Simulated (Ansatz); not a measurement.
# Si3N4: the cost of one run

Method: DFT PBE, scalar-relativistic, plane waves, PAW, in Ansatz 0.2.0.

**1. The structure to begin with**

The cell holds 21 atoms (N12Si9): a = 6.463 Å, b = 6.267 Å, c = 5.985 Å, α = 85.43°, β = 84.83°, γ = 85.47°.

It is the last frame of an earlier stage of the same melt, run at 2880 K.

The coordinates stand in the first input below.

**2. Stage at 1600 K**

One k point, a Fermi-Dirac width of 0.138 eV and a fixed cell.

input.yaml

```yaml
crystal:
  lattice:
    - [6.45212, 0.246429, 0.275834]
    - [0.246429, 6.257687, 0.238667]
    - [0.275834, 0.238667, 5.97352]
  atoms:
    - { symbol: Si, position: [0.1374163814, 0.6350848915, 0.6515025023] }
    - { symbol: Si, position: [0.4702433173, 0.9169461996, 0.5588094527] }
    - { symbol: Si, position: [0.0902556358, 0.2157527226, 0.4282185127] }
    - { symbol: Si, position: [0.7570436571, 0.5301690439, 0.3330448305] }
    - { symbol: Si, position: [0.6815224427, 0.1713742991, 0.7403406534] }
    - { symbol: Si, position: [0.5574446902, 0.5279288832, 0.8323957617] }
    - { symbol: Si, position: [0.98862475, 0.2915177951, 0.9062027407] }
    - { symbol: Si, position: [0.3880841781, 0.0733503252, 0.1447358063] }
    - { symbol: Si, position: [0.0944097057, 0.7857962757, 0.1119245687] }
    - { symbol: "N", position: [0.1594625624, 0.3640393874, 0.6825161025] }
    - { symbol: "N", position: [0.9521446445, 0.2839647627, 0.2109026813] }
    - { symbol: "N", position: [0.6818934255, 0.9914180093, 0.5594374927] }
    - { symbol: "N", position: [0.1639110599, 0.059382193, 0.0069153346] }
    - { symbol: "N", position: [0.2881331131, 0.0661678054, 0.406655104] }
    - { symbol: "N", position: [0.0170794556, 0.6213853279, 0.3833863492] }
    - { symbol: "N", position: [0.6668917013, 0.440404521, 0.6168457879] }
    - { symbol: "N", position: [0.4665083942, 0.8017561175, 0.2056778826] }
    - { symbol: "N", position: [0.615168478, 0.628590716, 0.0621284366] }
    - { symbol: "N", position: [0.5136865782, 0.2500586311, 0.9728215186] }
    - { symbol: "N", position: [0.3631533093, 0.7261012233, 0.7195305112] }
    - { symbol: "N", position: [0.0376002965, 0.6633360256, 0.909604581] }
  symmetry: { detect: false }
basis:
  ecutwfc: 420
  xc_grid: 1
kpoints:
  mp_grid: { grid: [1, 1, 1], shift: [0.25, 0.25, 0.25] }
hamiltonian:
  xc: pbe
scf:
  occupations: { method: fermi_dirac, width: 0.1379 }
  lower_state_search: "off"
  convergence: { dr2_threshold: 1.0e-05 }
output:
  forces: true
  stress: true
md:
  timestep: 2.0
  n_steps: 250
  ensemble: nvt_langevin
  friction: 0.03
  temperature: 1600.0
  initial_velocities: maxwell_boltzmann
  seed: 9186
```

Run with:

```console
$ ansatz run input.yaml --threads 2 --pin off --max-ram 5120MiB --backend cpu --events-out ev --progress --plain --runs-dir out
```

Q: Estimate wall time and peak memory on 2 threads of Arm Neoverse V2, shared host.

About 3.3 min, with a peak of 0.39 GiB.
